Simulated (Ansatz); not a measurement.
# F3PSi: the cost of one run

Computed with Ansatz 0.2.0 (Hartree-Fock, Gaussian basis aug-cc-pV(T+d)Z, and further levels as typed in the inputs, unless a step's input says otherwise).

## Step 1: Starting point

Bond lengths: Si1–P2 2.350 Å, Si1–F3 1.590 Å, P2–F4 1.553 Å, P2–F5 1.547 Å. Angles: Si1–P2–F4 116.8°, Si1–P2–F5 117.0°, F4–P2–F5 107.2°, P2–Si1–F3 100.8°.

Coordinates:

```xyz
5

Si    0.0169   -0.0047    0.0003
P     0.0041   -0.0079    2.3500
F     1.5800   -0.0175   -0.2898
F    -0.5940    1.2437    3.0483
F    -0.5949   -1.2526    3.0476
```

## Step 2: Relaxing the atoms: F3PSi

Input file input.yaml:

```yaml
relax:
  f_tol: 0.001
  max_steps: 200
crystal:
  periodic: [false, false, false]
  atoms:
    - { symbol: Si, position_ang: [0.016905, -0.004659, 0.000328] }
    - { symbol: P, position_ang: [0.004075, -0.007889, 2.350021] }
    - { symbol: F, position_ang: [1.579991, -0.017547, -0.289823] }
    - { symbol: F, position_ang: [-0.593995, 1.243746, 3.048285] }
    - { symbol: F, position_ang: [-0.594947, -1.252614, 3.047573] }
basis:
  gaussian: { orbitals: "aug-cc-pV(T+d)Z.json" }
hamiltonian:
  xc: hf
```

Started as:

```sh
> ansatz run input.yaml --threads 4 --pin off --max-ram 8192MiB --backend cpu --events-out ev --progress --plain --runs-dir out
```

Q: Estimate wall time and peak memory on 4 threads of Intel Xeon Platinum 8259CL at 2.50GHz (Skylake/Cascade Lake), shared host.

About 3.8 min, with a peak of 0.92 GiB.
